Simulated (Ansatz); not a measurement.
# Co (hcp type): the cost of one run

Program: Ansatz 0.2.0. Level of theory: DFT LDA, with the methods named in each step. These are calculated values, not measurements.

**1. The starting structure**

The structure is hexagonal, space group P6_3/mmc (No. 194). Conventional cell: a = 2.428 Å, b = 2.428 Å, c = 3.919 Å, α = 90.00°, β = 90.00°, γ = 120.00°. Around Co (site symmetry -6m2) lie 12 Co at 2.41 to 2.43 Å.

Structure file:

```
Co
1.0
     2.42815    0.00000    0.00000
    -1.21408    2.10284    0.00000
     0.00000    0.00000    3.91886
Co
2
Direct
  0.33333 0.66667 0.25000
  0.66667 0.33333 0.75000
```

Whether this phase is the stable one at these pressures isn't tested.

Atoms are numbered in the order of the input: Co1, Co2.

**2. The reference volume, LAPW**

File input.yaml:

```yaml
crystal:
  lattice:
    - [2.4281534881, 0.0, 0.0]
    - [-1.214076744, 2.102842605, 0.0]
    - [0.0, 0.0, 3.9188595371]
  atoms:
    - { symbol: Co, position: [0.3333333333, 0.6666666667, 0.25], spin: 1.7 }
    - { symbol: Co, position: [0.6666666667, 0.3333333333, 0.75], spin: 1.7 }
magnetization:
  spin_polarized: true
kpoints:
  mp_grid: { grid: [19, 19, 11] }
  band_path:
    path:
      - [0.0, 0.0, 0.0]
      - [0.5, 0.0, 0.0]
      - [0.3333333333, 0.3333333333, 0.0]
      - [0.0, 0.0, 0.0]
      - [0.0, 0.0, 0.5]
      - [0.5, 0.0, 0.5]
      - [0.3333333333, 0.3333333333, 0.5]
      - [0.0, 0.0, 0.5]
      - [0.5, 0.0, 0.5]
    npoints: 14
scf:
  occupations: { method: fermi_dirac, width: 0.08 }
hamiltonian:
  xc: lda
  pseudopotentials: { kind: all_electron, lapw: { basis_error: 0.001 } }
output:
  forces: true
  stress: true
  eigenvalues: true
  populations: true
  dos: { projected: true, de: 0.2, e_range: [-14, 8] }
```

Run with:

```sh
$ ansatz run input.yaml --threads 1 --pin off --max-ram 3072MiB --backend cpu --events-out ev --progress --plain --runs-dir out
```

**Question.** How long does this run take on 1 thread of Arm Neoverse V1, shared host, and how much memory does it need?

About 2.1 min, with a peak of 0.93 GiB.
